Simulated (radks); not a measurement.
# N in [He] 2s2 2p3: an all-electron calculation

One table from this session's results is given with a row withheld; the runs are named, their logs left out.

Program: radks (a radial shooting solver on a logarithmic mesh, Libxc functionals) version 1. Level of theory: non-relativistic Kohn-Sham, exchange-only B88, spin-polarised, spherical densities, point nucleus; open shells are filled with parallel spins first. These are calculated values, not measurements, unless marked.

## The atom as given

```
element       : nitrogen (Z = 7)
charge        : 0
electrons     : 7
configuration : [He] 2s2 2p3
```

The outer shells:

N
```
[He] core
2s [↑↓]
2p [↑ ][↑ ][↑ ]
```

Set-up of the first run:

The run's settings:

```text
Z 7
configuration [He] 2s2 2p3 3s0 3p0 3d0
relativity non-relativistic
functional b88,
spin polarised
nucleus point
```

Started as:

```sh
python run_ks.py task.json out
```

All runs below come from this command, one after another.

Steps of the session up to this table: Self-consistent calculation.

One table of the session follows, with a row left open; its other results are not shown here.

It belongs to the step «Orbitals and density». Radial moments (bohr):

```
  level     <r>  outermost maximum (interpolated)  90 % within
  1s up  0.2304                             0.148        0.413
1s down  0.2293                             0.148        0.411
  2s up   1.306                              1.01         2.09
2s down   1.386                              1.03         2.26
  2p up       ?                                 ?            ?
2p down   1.798                              1.03         3.31
```

Q: Estimate the row for 2p up from the others.

As computed: <r>: 1.438; outermost maximum (interpolated): 0.954; 90 % within: 2.50. In the column «<r>» it lies between 2s down (1.386) and 2p down (1.798).

To keep in mind: Open shells are spherical and high-spin; term and fine-structure splittings are not resolved.
